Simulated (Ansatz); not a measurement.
# TaO2: a line through a two-coordinate scan, part 1 of 2

One line of a two-coordinate grid on TaO2 (P4_2/mnm, No. 136; 6 atoms in the cell): volume per atom is varied, at c/a of the conventional cell = 0.549.

Method: DFT PBEsol, scalar-relativistic, plane waves, PAW, in Ansatz 0.2.0.

71 further runs of the same task are left out: 71 set aside as unsound or not needed.

### Step 1. The starting structure

Symmetry: P4_2/mnm, No. 136, tetragonal system. The conventional cell has a = 4.950 Å, b = 4.950 Å, c = 2.850 Å, α = 90.00°, β = 90.00°, γ = 90.00°. Ta (site symmetry mmm) has 6 O at 2.01 to 2.06 Å as nearest neighbours. O (site symmetry m2m) has 3 Ta at 2.01 to 2.06 Å as nearest neighbours.

Structure file:

```cif
data_structure
_symmetry_space_group_name_H-M 'P4_2/mnm'
_symmetry_Int_Tables_number 136
_cell_length_a 4.9499
_cell_length_b 4.9499
_cell_length_c 2.8499
_cell_angle_alpha 90.000
_cell_angle_beta 90.000
_cell_angle_gamma 90.000
_cell_volume 69.83
loop_
_atom_site_label
_atom_site_type_symbol
_atom_site_symmetry_multiplicity
_atom_site_Wyckoff_symbol
_atom_site_fract_x
_atom_site_fract_y
_atom_site_fract_z
_atom_site_occupancy
Ta1 Ta 2 b 0.00000 0.00000 0.50000 1
O1 O 4 f 0.71348 0.28652 0.50000 1
```

It goes back to an entry of the Materials Project, which need not be the stable form.

This cell was relaxed beforehand with the same method: volume 11.64 Å³/atom, gap on the mesh none (metal).

### Step 2. The scan

The energy is mapped over volume and the cell's shape.

- volume per atom: 11 values from 10.707 to 12.569 Å³
- c/a of the conventional cell: 11 values from 0.510 to 0.649

Nothing else is relaxed (fractional coordinates fixed). Energies count from the relaxed crystal. Points are written as (first, second).

### Step 3. The run at (10.707 Å³, 0.549)

File input.yaml:

```yaml
crystal:
  lattice:
    - [4.8923901516, 0.0, 0.0]
    - [0.0, 4.8923901516, 0.0]
    - [0.0, 0.0, 2.6839652372]
  atoms:
    - { symbol: Ta, position: [0.0, 0.0, 0.5] }
    - { symbol: Ta, position: [0.5, 0.5, 0.0] }
    - { symbol: O, position: [0.7134820449, 0.2865179551, 0.5] }
    - { symbol: O, position: [0.2865179551, 0.7134820449, 0.5] }
    - { symbol: O, position: [0.2134820449, 0.2134820449, 0.0] }
    - { symbol: O, position: [0.7865179551, 0.7865179551, 0.0] }
basis:
  ecutwfc: 520.0
kpoints:
  mp_grid: { grid: [10, 10, 16] }
hamiltonian:
  xc: pbesol
  pseudopotentials: { kind: paw, azcp: { folder: soft_1 } }
scf:
  occupations: { method: gaussian, width: 0.15 }
output:
  forces: true
  stress: true
  eigenvalues: true
```

Command:

```sh
ansatz run input.yaml --threads 4 --pin off --max-ram 8192MiB --backend cpu --events-out ev --progress --plain --runs-dir out
```

What it wrote, cut to the lines that bear on the results:

```text
Warning: <dir> the record states the generating functional pbe (its physics header spells it `PBE`), which answers neither for hamiltonian.xc's functional nor for the pbesol family's — results may be inconsistent (PPs are generated against a specific XC)
[...]
Warning: RAYON_NUM_THREADS=4 ignored (pool sized by the plan → 4); use --threads N
[...]
Pseudopotentials: kind: paw
Pseudopotential: Ta, paw, valence charge 13, recommended cutoff 420 eV (normal), <dir>
Pseudopotential: O, paw, valence charge 6, recommended cutoff 420 eV (normal), <dir>
Functional definition: PBEsol
[...]
Crystal: 6 atoms, lattice volume = 64.242 Å³
Basis set: ecut = 520 eV, 1717 PW (Γ), exchange–correlation on 80×80×40 points (8 copies of the dense FFT grid, shifted against one another)
Bands: 31, of which v1, the nominal top of the filled ones, is band 25 counted from 1 (24 counted from 0)
Symmetry: 16 space group operations
Space group: P42/mnm (ITA 136), of the structure as read, at distance tolerance 4.0e-5 Å
k-points: 189 of 1600
[...]
SCF iter   1: F=—  HF=-21864.048744 eV  |F-HF|=—  |Δ(HF+E_count)|=         —  Δρ=6.29e-2  dr2=2.48e0  ethr=3.10e-3  ⟨swp⟩=5.2  Hψ=24924  notcnv=0  defer=2
[...]
SCF iter   9: F=-21863.376306 eV  HF=-21863.376306 eV  |F-HF|=5.24e-10  |Δ(HF+E_count)|=   9.83e-8  Δρ=1.84e-6  dr2=1.26e-9  ethr=2.00e-10  ⟨swp⟩=10.8  Hψ=25110  notcnv=0
[...]
SCF converged after 9 iterations
Free energy (F): -21863.376306 eV
[...]
E sigma→0 (E₀):  -21863.366083 eV
Entropy (-TS):   -0.020446 eV (-3.408 meV/atom)
Fermi energy:    15.012186 eV
[...]
--- Forces (eV/Å), atoms counted from 1 ---
  atom   1  Ta     0.00000000    -0.00000000     0.00000000
  atom   2  Ta     0.00000000     0.00000000     0.00000000
  atom   3  O      0.64304030    -0.64304030     0.00000000
  atom   4  O     -0.64304030     0.64304030     0.00000000
  atom   5  O      0.64304030     0.64304030     0.00000000
  atom   6  O     -0.64304030    -0.64304030     0.00000000
[...]
--- Stress (GPa, compression-positive) ---
       21.698274       0.000000       0.000000
        0.000000      21.698274       0.000000
        0.000000       0.000000      41.534439
  P = ⅓ Tr σ = 28.3103 GPa (283.103 kbar)
--- Band table (eV; the first three rows and the last of 189) ---
[...]
```

Run time: 6.8 s. Hardware: 4 threads of Arm Neoverse V2, shared host; peak memory 0.63 GiB.

Energy on the map's scale: 96 meV/atom.

### Step 4. Changed: occupations.method methfessel_paxton, occupations.width 0.005, ecutwfc left out

input.yaml: that of step 3 with these lines changed.

```diff
@@ -12,4 +12,2 @@
     - { symbol: O, position: [0.7865179551, 0.7865179551, 0.0] }
-basis:
-  ecutwfc: 520.0
 kpoints:
@@ -20,6 +18,6 @@
 scf:
-  occupations: { method: gaussian, width: 0.15 }
+  occupations: { method: methfessel_paxton, width: 0.005 }
 output:
   forces: true
+  eigenvalues: true
   stress: true
-  eigenvalues: true
```

Command:

```sh
ansatz run input.yaml --threads 4 --pin off --max-ram 8192MiB --backend cpu --events-out ev --progress --plain --runs-dir out
```

What it wrote, cut to the lines that bear on the results:

```text
Warning: <dir> the record states the generating functional pbe (its physics header spells it `PBE`), which answers neither for hamiltonian.xc's functional nor for the pbesol family's — results may be inconsistent (PPs are generated against a specific XC)
[...]
Warning: RAYON_NUM_THREADS=4 ignored (pool sized by the plan → 4); use --threads N
[...]
[... 4 set-up lines as earlier in the session ...]
[...]
Crystal: 6 atoms, lattice volume = 64.242 Å³
Basis set: ecut = 420 eV, 1269 PW (Γ), exchange–correlation on 72×72×36 points (8 copies of the dense FFT grid, shifted against one another)
Bands: 31, of which v1, the nominal top of the filled ones, is band 25 counted from 1 (24 counted from 0)
[... 2 set-up lines as earlier in the session ...]
k-points: 189 of 1600
[...]
Free energy (F): -21863.353420 eV
[...]
E sigma→0 (E₀):  -21863.353416 eV
Entropy (-TS):   -0.000014 eV (-0.002 meV/atom)
Fermi energy:    15.028794 eV
Step filling:    the computed levels leave a gap of 0.0000 eV = 0.0 smearing widths at the electron count; against every level under it full and every level over it empty, smearing changes F+E_penalty+E_count by -0.014 meV and its σ→0 estimate by -0.011 meV
[...]
--- Forces (eV/Å), atoms counted from 1 ---
  atom   1  Ta     0.00000000    -0.00000000     0.00000000
  atom   2  Ta     0.00000000     0.00000000     0.00000000
  atom   3  O      0.64156824    -0.64156824     0.00000000
  atom   4  O     -0.64156824     0.64156824     0.00000000
  atom   5  O      0.64156824     0.64156824     0.00000000
  atom   6  O     -0.64156824    -0.64156824     0.00000000
[...]
--- Stress (GPa, compression-positive) ---
       21.687319       0.000000       0.000000
        0.000000      21.687319       0.000000
        0.000000       0.000000      41.439989
  P = ⅓ Tr σ = 28.2715 GPa (282.715 kbar)
--- Band table (eV; the first three rows and the last of 189) ---
[...]
```

Run time: 5.5 s. Hardware: 4 threads of Arm Neoverse V2, shared host; peak memory 0.54 GiB.

```csv
run,ending,energy change,pressure (GPa),gap (eV),force (eV/Å),cycles,time
step 3,converged,0,28.3,0.00,0.91,9,6.8 s
variant,converged,+2.1 meV/atom (σ→0),28.3,0.00,0.91,7,5.5 s
```

Changing the smearing and cutoff moves the energy by +2.1 meV/atom (σ→0 values). More than one kind of setting changed, and this run alone doesn't tell their shares apart.

### Step 5. Point (10.893 Å³, 0.549)

input.yaml: that of step 3 with these lines changed.

```diff
@@ -2,5 +2,5 @@
   lattice:
-    - [4.8923901516, 0.0, 0.0]
-    - [0.0, 4.8923901516, 0.0]
-    - [0.0, 0.0, 2.6839652372]
+    - [4.9205575648, 0.0, 0.0]
+    - [0.0, 4.9205575648, 0.0]
+    - [0.0, 0.0, 2.6994178801]
   atoms:
```

Command:

```sh
ansatz run input.yaml --threads 4 --pin off --max-ram 8192MiB --backend cpu --events-out ev --progress --plain --runs-dir out
```

What it wrote, cut to the lines that bear on the results:

```text
[...]
SCF converged after 9 iterations
Free energy (F): -21863.550298 eV
[...]
E sigma→0 (E₀):  -21863.539821 eV
Entropy (-TS):   -0.020952 eV (-3.492 meV/atom)
Fermi energy:    14.672544 eV
[...]
--- Forces (eV/Å), atoms counted from 1 ---
  atom   1  Ta     0.00000000     0.00000000     0.00000000
  atom   2  Ta     0.00000000    -0.00000000     0.00000000
  atom   3  O      0.55658162    -0.55658162     0.00000000
  atom   4  O     -0.55658162     0.55658162     0.00000000
  atom   5  O      0.55658162     0.55658162     0.00000000
  atom   6  O     -0.55658162    -0.55658162     0.00000000
[...]
--- Stress (GPa, compression-positive) ---
       15.418220       0.000000       0.000000
        0.000000      15.418220       0.000000
        0.000000       0.000000      34.390344
  P = ⅓ Tr σ = 21.7423 GPa (217.423 kbar)
--- Band table (eV; the first three rows and the last of 189) ---
[...]
```

Wall time 7.1 s (4 threads of Arm Neoverse V2, shared host); peak memory 0.63 GiB.

On the map this point reads 67 meV/atom.

### Step 6. Grid point (11.079 Å³, 0.549)

input.yaml: that of step 5 with these lines changed.

```diff
@@ -2,5 +2,5 @@
   lattice:
-    - [4.9205575648, 0.0, 0.0]
-    - [0.0, 4.9205575648, 0.0]
-    - [0.0, 0.0, 2.6994178801]
+    - [4.9484061331, 0.0, 0.0]
+    - [0.0, 4.9484061331, 0.0]
+    - [0.0, 0.0, 2.7146956046]
   atoms:
@@ -25 +25,5 @@
   eigenvalues: true
+  write_density: true
+  write_potential: true
+  elf: true
+  volumetric_format: npy
```

Command:

```sh
ansatz run input.yaml --threads 4 --pin off --max-ram 8192MiB --backend cpu --events-out ev --progress --plain --runs-dir out
```

What it wrote, cut to the lines that bear on the results:

```text
Warning: <dir> the record states the generating functional pbe (its physics header spells it `PBE`), which answers neither for hamiltonian.xc's functional nor for the pbesol family's — results may be inconsistent (PPs are generated against a specific XC)
[...]
Warning: RAYON_NUM_THREADS=4 ignored (pool sized by the plan → 4); use --threads N
[...]
[... 4 set-up lines as earlier in the session ...]
[...]
Crystal: 6 atoms, lattice volume = 66.474 Å³
Basis set: ecut = 520 eV, 1767 PW (Γ), exchange–correlation on 80×80×48 points (8 copies of the dense FFT grid, shifted against one another)
Bands: 31, of which v1, the nominal top of the filled ones, is band 25 counted from 1 (24 counted from 0)
[... 1 set-up line as earlier in the session ...]
Space group: P42/mnm (ITA 136), of the structure as read, at distance tolerance 4.1e-5 Å
k-points: 189 of 1600
[...]
SCF iter   1: F=—  HF=-21864.251566 eV  |F-HF|=—  |Δ(HF+E_count)|=         —  Δρ=6.03e-2  dr2=2.27e0  ethr=3.10e-3  ⟨swp⟩=5.1  Hψ=24919  notcnv=0
[...]
SCF iter   8: F=-21863.680461 eV  HF=-21863.680461 eV  |F-HF|=5.74e-9  |Δ(HF+E_count)|=   1.84e-6  Δρ=1.17e-5  dr2=7.47e-8  ethr=2.00e-10  ⟨swp⟩=13.4  Hψ=46398  notcnv=0
[...]
SCF converged after 8 iterations
Free energy (F): -21863.680461 eV
[...]
E sigma→0 (E₀):  -21863.669723 eV
Entropy (-TS):   -0.021477 eV (-3.580 meV/atom)
Fermi energy:    14.343089 eV
[...]
--- Forces (eV/Å), atoms counted from 1 ---
  atom   1  Ta     0.00000000    -0.00000000     0.00000000
  atom   2  Ta    -0.00000000    -0.00000000    -0.00000000
  atom   3  O      0.47529398    -0.47529398     0.00000000
  atom   4  O     -0.47529398     0.47529398    -0.00000000
  atom   5  O      0.47529398     0.47529398     0.00000000
  atom   6  O     -0.47529398    -0.47529398    -0.00000000
[...]
--- Stress (GPa, compression-positive) ---
        9.667614       0.000000       0.000000
        0.000000       9.667614       0.000000
        0.000000       0.000000      27.820107
  P = ⅓ Tr σ = 15.7184 GPa (157.184 kbar)
--- Band table (eV; the first three rows and the last of 189) ---
[...]
```

It took 9.5 s on 4 threads of Arm Neoverse V2, shared host; peak memory 0.64 GiB.

Density in a lattice plane of the grid's cell (edges 4.95 and 4.95 Å, at 0.000 of the third edge), which holds Ta and O.

Ten even steps from '0' (0.03 e/Å³) to '9' (8.32 e/Å³):
```
000000000000000000000000
000000000000000001222100
000000000000000013565310
000000000000000025898410
000000000000000124786310
000000000000000012443200
000000000012221111111000
000000000234543210000000
000000001355555310000000
000000001355455310000000
000000001355555310000000
000000001234543200000000
000011111112221000000000
000234421000000000000000
001368742100000000000000
001489852000000000000000
001356531000000000000000
000122210000000000000000
000000000000000000000000
000000000000000000000000
```
Columns run along the first of these edges and rows up along the second, over one cell in 24 and 20 even steps from the bottom left corner. Atoms in the plane (fractional): Ta at (0.50, 0.50), O at (0.21, 0.21), O at (0.79, 0.79).

ELF in the same plane.

Ten even steps from ' ' (0.01) to '@' (0.81):
```
------::::::....            ::==**%%%%%%##++----
------::..                ..==##@@@@@@@@@@%%**==
--::::..                  ::**%%@@@@%%##%%@@%%**
==::..                    ::**@@@@%%++--++@@@@%%
==..            ............==%%@@@@**++##@@@@%%
--..          ......::----::::++%%@@@@@@@@@@@@##
::          ....::==**%%%%##++--==##@@@@@@@@%%++
            ....==%%@@@@@@@@%%**----**######++::
            ..::**@@%%**==++%%%%++::::----::..  
            ..::**@@##--  --##@@**::..          
    ..::----::::++%%%%++==**%%@@**::..          
  ::++######**----**%%@@@@@@@@%%==....          
::++%%@@@@@@@@##==--++##%%%%**==::....          
--##@@@@@@@@@@@@%%++::::----::......          ..
==%%@@@@##++**@@@@%%==............            ..
==%%@@@@++--++%%@@@@**::                    ..::
--**%%@@%%##%%@@@@%%**::                  ..::::
--==**%%@@@@@@@@@@##==..                ..::----
------++##%%%%%%**==::            ....::::::----
==------========::..          ..::========------
```
Columns run along the first of these edges and rows up along the second, over one cell in 24 and 20 even steps from the bottom left corner. Atoms in the plane (fractional): Ta at (0.50, 0.50), O at (0.21, 0.21), O at (0.79, 0.79).

Both are smooth fields of the valence electrons: close to the nuclei they are not physical.

Outside the cores ELF peaks at 0.83 in the shell around O, 0.6 Å from O; 0.83 beside O, off the lines to its neighbours, 0.6 Å from O.

That is 45 meV/atom from the zero.

### Step 7. Point (11.265 Å³, 0.549)

input.yaml: that of step 6 with these lines changed.

```diff
@@ -2,5 +2,5 @@
   lattice:
-    - [4.9484061331, 0.0, 0.0]
-    - [0.0, 4.9484061331, 0.0]
-    - [0.0, 0.0, 2.7146956046]
+    - [4.975944729, 0.0, 0.0]
+    - [0.0, 4.975944729, 0.0]
+    - [0.0, 0.0, 2.7298032783]
   atoms:
@@ -25,5 +25 @@
   eigenvalues: true
-  write_density: true
-  write_potential: true
-  elf: true
-  volumetric_format: npy
```

Command:

```sh
ansatz run input.yaml --threads 4 --pin off --max-ram 8192MiB --backend cpu --events-out ev --progress --plain --runs-dir out
```

What it wrote, cut to the lines that bear on the results:

```text
[...]
SCF converged after 8 iterations
Free energy (F): -21863.770429 eV
[...]
E sigma→0 (E₀):  -21863.759421 eV
Entropy (-TS):   -0.022015 eV (-3.669 meV/atom)
Fermi energy:    14.023197 eV
[...]
--- Forces (eV/Å), atoms counted from 1 ---
  atom   1  Ta     0.00000000    -0.00000000     0.00000000
  atom   2  Ta    -0.00000000    -0.00000000    -0.00000000
  atom   3  O      0.39880587    -0.39880587     0.00000000
  atom   4  O     -0.39880587     0.39880587    -0.00000000
  atom   5  O      0.39880587     0.39880587     0.00000000
  atom   6  O     -0.39880587    -0.39880587    -0.00000000
[...]
--- Stress (GPa, compression-positive) ---
        4.401224       0.000000       0.000000
        0.000000       4.401224       0.000000
        0.000000       0.000000      21.776037
  P = ⅓ Tr σ = 10.1928 GPa (101.928 kbar)
--- Band table (eV; the first three rows and the last of 189) ---
[...]
```

It took 7 s on 4 threads of Arm Neoverse V2, shared host; peak memory 0.64 GiB.

That is 30 meV/atom from the zero.

### Step 8. The run at (11.452 Å³, 0.549)

input.yaml: that of step 7 with these lines changed.

```diff
@@ -2,5 +2,5 @@
   lattice:
-    - [4.975944729, 0.0, 0.0]
-    - [0.0, 4.975944729, 0.0]
-    - [0.0, 0.0, 2.7298032783]
+    - [5.0033274728, 0.0, 0.0]
+    - [0.0, 5.0033274728, 0.0]
+    - [0.0, 0.0, 2.7448254516]
   atoms:
```

Command:

```sh
ansatz run input.yaml --threads 4 --pin off --max-ram 8192MiB --backend cpu --events-out ev --progress --plain --runs-dir out
```

What it wrote, cut to the lines that bear on the results:

```text
Warning: <dir> the record states the generating functional pbe (its physics header spells it `PBE`), which answers neither for hamiltonian.xc's functional nor for the pbesol family's — results may be inconsistent (PPs are generated against a specific XC)
[...]
Warning: RAYON_NUM_THREADS=4 ignored (pool sized by the plan → 4); use --threads N
[...]
[... 4 set-up lines as earlier in the session ...]
[...]
Crystal: 6 atoms, lattice volume = 68.712 Å³
Basis set: ecut = 520 eV, 1839 PW (Γ), exchange–correlation on 80×80×48 points (8 copies of the dense FFT grid, shifted against one another)
Bands: 31, of which v1, the nominal top of the filled ones, is band 25 counted from 1 (24 counted from 0)
[... 2 set-up lines as earlier in the session ...]
k-points: 189 of 1600
[...]
SCF iter   1: F=—  HF=-21864.311065 eV  |F-HF|=—  |Δ(HF+E_count)|=         —  Δρ=5.84e-2  dr2=2.11e0  ethr=3.10e-3  ⟨swp⟩=5.0  Hψ=24787  notcnv=0
[...]
SCF iter   9: F=-21863.823711 eV  HF=-21863.823711 eV  |F-HF|=9.90e-10  |Δ(HF+E_count)|=   4.42e-8  Δρ=1.60e-6  dr2=1.13e-9  ethr=1.20e-10  ⟨swp⟩=2.0  Hψ=19771  notcnv=0
[...]
SCF converged after 9 iterations
Free energy (F): -21863.823711 eV
[...]
E sigma→0 (E₀):  -21863.812429 eV
Entropy (-TS):   -0.022565 eV (-3.761 meV/atom)
Fermi energy:    13.710857 eV
[...]
--- Forces (eV/Å), atoms counted from 1 ---
  atom   1  Ta     0.00000000    -0.00000000     0.00000000
  atom   2  Ta    -0.00000000     0.00000000     0.00000000
  atom   3  O      0.32641989    -0.32641989     0.00000000
  atom   4  O     -0.32641989     0.32641989     0.00000000
  atom   5  O      0.32641989     0.32641989     0.00000000
  atom   6  O     -0.32641989    -0.32641989     0.00000000
[...]
--- Stress (GPa, compression-positive) ---
       -0.446759       0.000000       0.000000
        0.000000      -0.446759       0.000000
        0.000000       0.000000      16.185874
  P = ⅓ Tr σ = 5.0975 GPa (50.975 kbar)
--- Band table (eV; the first three rows and the last of 189) ---
[...]
```

It took 8 s on 4 threads of Arm Neoverse V2, shared host; peak memory 0.65 GiB.

On the map this point reads 21 meV/atom.

### Step 9. The run at (11.638 Å³, 0.549)

input.yaml: that of step 8 with these lines changed.

```diff
@@ -2,5 +2,5 @@
   lattice:
-    - [5.0033274728, 0.0, 0.0]
-    - [0.0, 5.0033274728, 0.0]
-    - [0.0, 0.0, 2.7448254516]
+    - [5.0302491179, 0.0, 0.0]
+    - [0.0, 5.0302491179, 0.0]
+    - [0.0, 0.0, 2.7595946661]
   atoms:
```

Command:

```sh
ansatz run input.yaml --threads 4 --pin off --max-ram 8192MiB --backend cpu --events-out ev --progress --plain --runs-dir out
```

What it wrote, cut to the lines that bear on the results:

```text
Warning: <dir> the record states the generating functional pbe (its physics header spells it `PBE`), which answers neither for hamiltonian.xc's functional nor for the pbesol family's — results may be inconsistent (PPs are generated against a specific XC)
[...]
Warning: RAYON_NUM_THREADS=4 ignored (pool sized by the plan → 4); use --threads N
[...]
[... 4 set-up lines as earlier in the session ...]
[...]
Crystal: 6 atoms, lattice volume = 69.827 Å³
Basis set: ecut = 520 eV, 1879 PW (Γ), exchange–correlation on 80×80×48 points (8 copies of the dense FFT grid, shifted against one another)
Bands: 31, of which v1, the nominal top of the filled ones, is band 25 counted from 1 (24 counted from 0)
[... 2 set-up lines as earlier in the session ...]
k-points: 189 of 1600
[...]
SCF iter   1: F=—  HF=-21864.294255 eV  |F-HF|=—  |Δ(HF+E_count)|=         —  Δρ=5.77e-2  dr2=2.04e0  ethr=3.10e-3  ⟨swp⟩=5.0  Hψ=24758  notcnv=0
[...]
SCF iter   9: F=-21863.842792 eV  HF=-21863.842792 eV  |F-HF|=1.35e-9  |Δ(HF+E_count)|=   5.91e-8  Δρ=1.84e-6  dr2=1.66e-9  ethr=2.00e-10  ⟨swp⟩=9.7  Hψ=23794  notcnv=0
[...]
SCF converged after 9 iterations
Free energy (F): -21863.842792 eV
[...]
E sigma→0 (E₀):  -21863.831234 eV
Entropy (-TS):   -0.023116 eV (-3.853 meV/atom)
Fermi energy:    13.409285 eV
[...]
--- Forces (eV/Å), atoms counted from 1 ---
  atom   1  Ta     0.00000000    -0.00000000     0.00000000
  atom   2  Ta     0.00000000     0.00000000     0.00000000
  atom   3  O      0.25863670    -0.25863670     0.00000000
  atom   4  O     -0.25863670     0.25863670     0.00000000
  atom   5  O      0.25863670     0.25863670     0.00000000
  atom   6  O     -0.25863670    -0.25863670     0.00000000
[...]
--- Stress (GPa, compression-positive) ---
       -4.858708       0.000000       0.000000
        0.000000      -4.858708       0.000000
        0.000000       0.000000      11.072997
  P = ⅓ Tr σ = 0.4519 GPa (4.519 kbar)
--- Band table (eV; the first three rows and the last of 189) ---
[...]
```

Run time: 7.3 s. Hardware: 4 threads of Arm Neoverse V2, shared host; peak memory 0.66 GiB.

Energy on the map's scale: 18 meV/atom.

(Continued in part 2 of 2.)
